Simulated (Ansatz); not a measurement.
# C₂H₅FOSi: up Jacob's ladder to CCSD(T)

The task here is to estimate one member of a computed series from the others.

Method: functionals in def2-TZVPP, the program's frozen cores in correlated methods; program: Ansatz 0.2.0, Gaussian basis.

Levels to be run: PBE-D4, r2SCAN-D4, PBE0-D4, B3LYP-D4, ωB97X-V, ωB97M-V, B2PLYP; CCSD(T)/def2-TZVPP; MP2/def2-QZVPP; extrapolation to the limit.

### The geometry

All runs share one geometry, relaxed beforehand with PBE0-D4 in a triple-zeta def2 set.

SMILES `FC1OC[SiH2]1`, 10 atoms, charge 0, spin multiplicity 1.

Atoms are counted from 1 here; the program's logs count them from 0.

Bond lengths: F1–C2 1.388 Å, C2–O3 1.399 Å, C2–Si5 1.912 Å, C2–H6 1.091 Å, O3–C4 1.452 Å, C4–Si5 1.896 Å, C4–H7 1.093 Å, C4–H8 1.091 Å, Si5–H9 1.486 Å, Si5–H10 1.485 Å. Angles: F1–C2–O3 110.4°, F1–C2–Si5 112.7°, F1–C2–H6 106.5°, O3–C2–Si5 89.8°, O3–C2–H6 110.1°, Si5–C2–H6 125.7°, C2–O3–C4 104.4°, O3–C4–Si5 88.9°, O3–C4–H7 110.9°, O3–C4–H8 109.7°, Si5–C4–H7 116.8°, Si5–C4–H8 119.2°, H7–C4–H8 109.4°, C2–Si5–C4 72.6°, C2–Si5–H9 114.5°, C2–Si5–H10 119.7°, C4–Si5–H9 114.1°, C4–Si5–H10 121.2° and more.

Set-up of the first run:

The input, in.yaml:

```yaml
crystal:
  periodic: [false, false, false]
  atoms:
    - {symbol: F, position_ang: [-2.094784, 0.233905, -0.406487]}
    - {symbol: C, position_ang: [-1.070290, 0.128093, 0.523369]}
    - {symbol: O, position_ang: [-0.480126, -1.138987, 0.457877]}
    - {symbol: C, position_ang: [0.684225, -0.952688, -0.389907]}
    - {symbol: Si, position_ang: [0.563188, 0.914469, -0.084960]}
    - {symbol: H, position_ang: [-1.524289, 0.279332, 1.504361]}
    - {symbol: H, position_ang: [0.484906, -1.299638, -1.407437]}
    - {symbol: H, position_ang: [1.530202, -1.504735, 0.020927]}
    - {symbol: H, position_ang: [1.449480, 1.410103, 0.999393]}
    - {symbol: H, position_ang: [0.540590, 1.878946, -1.214236]}
basis:
  gaussian: {orbitals: def2-TZVPP}
hamiltonian: {xc: pbe, dispersion: d4}
output: {forces: true, orbitals: {seedname: orbitals}}
```

Run with:

```bash
> ansatz run in.yaml --threads 4 --pin off --events-out ev --progress --plain --max-ram 10444MiB
```

Steps of the session up to this table: PBE-D4 (GGA); r2SCAN-D4 (meta-GGA); PBE0-D4 (hybrid); B3LYP-D4 (hybrid); ωB97X-V (range-separated); ωB97M-V (range-separated); B2PLYP (double hybrid); CCSD(T) in def2-TZVPP; MP2 in def2-QZVPP.

One table of the session follows, with a row left open; its other results are not shown here.

It belongs to the step «Atomisation energies». 

```
            method  atomisation energy (kJ/mol)
            PBE-D4                       3768.2
         r2SCAN-D4                       3682.2
           PBE0-D4                       3676.1
          B3LYP-D4                       3657.7
           ωB97X-V                       3692.4
           ωB97M-V                       3684.2
            B2PLYP                            ?
     HF/def2-TZVPP                       2574.1
    MP2/def2-TZVPP                       3642.9
   CCSD/def2-TZVPP                       3500.6
CCSD(T)/def2-TZVPP                       3564.6
           MP2/CBS                       3746.8
       CCSD(T)/CBS                       3668.5
```

Q: Estimate the row for B2PLYP from the others.

The run gave: atomisation energy (kJ/mol): 3621.7. In the column «atomisation energy (kJ/mol)» it lies between CCSD(T)/def2-TZVPP (3564.6) and MP2/def2-TZVPP (3642.9).
